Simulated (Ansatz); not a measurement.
# BaLi7F9: the cost of one run

Method: DFT PBE, scalar-relativistic, plane waves, PAW, in Ansatz 0.2.0.

### 1 The system as given

The cell holds 17 atoms (BaF9Li7): a = 5.603 Å, b = 5.754 Å, c = 5.541 Å, α = 91.46°, β = 90.77°, γ = 89.43°.

It is the last frame of an earlier stage of the same melt, run at 1370 K.

Structure file:

```cif
data_structure
_symmetry_space_group_name_H-M 'P 1'
_symmetry_Int_Tables_number 1
_cell_length_a 5.6032
_cell_length_b 5.7540
_cell_length_c 5.5408
_cell_angle_alpha 91.459
_cell_angle_beta 90.774
_cell_angle_gamma 89.433
_cell_volume 178.56
loop_
_atom_site_label
_atom_site_type_symbol
_atom_site_fract_x
_atom_site_fract_y
_atom_site_fract_z
_atom_site_occupancy
Ba1 Ba 0.77504 0.92590 0.80413 1
F1 F 0.63651 0.67907 0.43887 1
F2 F 0.94785 0.43227 0.63024 1
F3 F 0.18690 0.64064 0.20472 1
F4 F 0.71896 0.54219 0.01003 1
F5 F 0.34127 0.74694 0.74184 1
F6 F 0.38233 0.17520 0.33351 1
F7 F 0.43219 0.28753 0.77566 1
F8 F 0.02836 0.25631 0.05418 1
F9 F 0.96660 0.95115 0.41923 1
Li1 Li 0.06550 0.24357 0.37329 1
Li2 Li 0.90129 0.58975 0.29278 1
Li3 Li 0.64060 0.47811 0.64552 1
Li4 Li 0.49062 0.41337 0.15326 1
Li5 Li 0.22313 0.49532 0.88572 1
Li6 Li 0.26125 0.03887 0.01669 1
Li7 Li 0.33923 0.78015 0.43201 1
```

### 2 Stage at 760 K

One k point, a Fermi-Dirac width of 0.066 eV and a fixed cell.

Input file input.yaml:

```yaml
crystal:
  lattice:
    - [5.602957, 0.027837, -0.037462]
    - [0.027837, 5.753495, -0.071808]
    - [-0.037462, -0.071808, 5.540234]
  atoms:
    - { symbol: Ba, position: [0.7750389413, 0.9258971515, 0.8041271215] }
    - { symbol: F, position: [0.6365148904, 0.6790684689, 0.4388676176] }
    - { symbol: F, position: [0.9478541974, 0.432273847, 0.6302361957] }
    - { symbol: F, position: [0.1869012782, 0.6406439688, 0.2047183393] }
    - { symbol: F, position: [0.718958239, 0.5421929717, 0.0100313456] }
    - { symbol: F, position: [0.3412684626, 0.7469366773, 0.7418421759] }
    - { symbol: F, position: [0.3823338933, 0.1752029157, 0.3335145104] }
    - { symbol: F, position: [0.4321917389, 0.2875331529, 0.7756568373] }
    - { symbol: F, position: [0.0283632936, 0.2563106093, 0.0541751722] }
    - { symbol: F, position: [0.9666021648, 0.9511460748, 0.4192336068] }
    - { symbol: Li, position: [0.0655030631, 0.243571017, 0.3732920566] }
    - { symbol: Li, position: [0.90128877, 0.5897523377, 0.292783091] }
    - { symbol: Li, position: [0.6406007097, 0.4781128074, 0.6455187434] }
    - { symbol: Li, position: [0.4906242129, 0.4133689635, 0.1532614031] }
    - { symbol: Li, position: [0.2231285191, 0.4953220186, 0.8857162394] }
    - { symbol: Li, position: [0.2612534029, 0.0388747954, 0.0166878183] }
    - { symbol: Li, position: [0.3392328442, 0.7801481348, 0.4320140049] }
  symmetry: { detect: false }
basis:
  ecutwfc: 420
  xc_grid: 1
kpoints:
  mp_grid: { grid: [1, 1, 1], shift: [0.0, 0.0, 0.0] }
hamiltonian:
  xc: pbe
scf:
  occupations: { method: fermi_dirac, width: 0.0655 }
  lower_state_search: "off"
  convergence: { dr2_threshold: 1.0e-05 }
output:
  forces: true
  stress: true
md:
  timestep: 1.5
  n_steps: 250
  ensemble: nvt_langevin
  friction: 0.03
  temperature: 760.0
  initial_velocities: maxwell_boltzmann
  seed: 96741
```

On the command line:

```sh
> ansatz run input.yaml --threads 2 --pin off --max-ram 5120MiB --backend cpu --events-out ev --progress --plain --runs-dir out
```

What time and memory should one allow on 2 threads of Arm Neoverse V1, shared host?

About 1.7 min, with a peak of 0.34 GiB.
